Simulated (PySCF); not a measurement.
# H12MnO6 ([Mn(H2O)6]3+): the cost of one run

Computed with PySCF 2.14.0 and routines of our own; the level stands in each step. Atoms count from 0.

## 1. The starting structure

19 atoms, charge 3, states of the metal's open shell are computed; geometry from: model geometry, bond lengths from ionic radii.

## 2. Ligand-field states: state-averaged CASSCF

The job: settings as JSON, then the geometry in Å.

```
{"job": {"kind": "lf", "basis": {"metal": "x2c-TZVPall", "ligand": "x2c-SVPall"}, "nevpt": true}, "charge": 3, "metal": "Mn", "open_shell": "d4"}
Mn     0.000000     0.000000     0.000000
O      0.000000     0.000000     2.005000
H      0.775000     0.000000     2.580000
H     -0.775000     0.000000     2.580000
O      0.000000     0.000000    -2.005000
H      0.775000     0.000000    -2.580000
H     -0.775000     0.000000    -2.580000
O      2.005000     0.000000     0.000000
H      2.580000     0.775000     0.000000
H      2.580000    -0.775000     0.000000
O     -2.005000     0.000000     0.000000
H     -2.580000     0.775000     0.000000
H     -2.580000    -0.775000     0.000000
O      0.000000     2.005000     0.000000
H      0.000000     2.580000     0.775000
H      0.000000     2.580000    -0.775000
O     -0.000000    -2.005000     0.000000
H     -0.000000    -2.580000     0.775000
H     -0.000000    -2.580000    -0.775000
```

Level: state-averaged CASSCF of the metal d shell, SC-NEVPT2 on the averaged canonical orbitals, state-interaction spin-orbit coupling.

Launch:

```sh
OMP_NUM_THREADS=1 python lf_run.py task.json out
```

One launch serves the whole session: the jobs run in the order shown.

Q: Estimate the wall time and peak memory of this first job on 1 thread of Arm Neoverse V1, shared host.

About 27 s, with a peak of 0.47 GiB.
